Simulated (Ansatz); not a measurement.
Crystal: Ga3Se.

```
CELL_PARAMETERS angstrom
4.43246 0.00000 0.00000
0.00000 4.43246 0.00000
0.00000 0.00000 4.43246
ATOMIC_POSITIONS crystal
Se 0.00000 0.00000 0.00000
Ga 0.50000 0.50000 0.00000
Ga 0.50000 0.00000 0.50000
Ga 0.00000 0.50000 0.50000
```

The cell comes from a database or a generator and needn't be the stable form of this composition.

Base run:

- Program: Ansatz 0.2.0
- Functional: LDA
- Potentials or basis: Ansatz PAW
- Cutoff: 420 eV (not typed: the program's choice for these potentials)
- k mesh: 4 × 4 × 4
- Occupations: fermi-dirac, width 0.05 eV
- Spin: no spin polarisation

Its results: band gap on the k mesh none (metal or under the smearing width); pressure -4.6 GPa.

The run is repeated on the same cell with these changes: functional from LDA to revPBE. What comes out?

Band gap on the k mesh none (metal or under the smearing width); pressure 1.0 GPa.

revPBE binds less tightly than LDA, so the same cell stands under more pressure.

Caveats: the PAW data sets come from PBE, with cores solved anew for the run's functional, which leaves a small shift of forces and pressure.
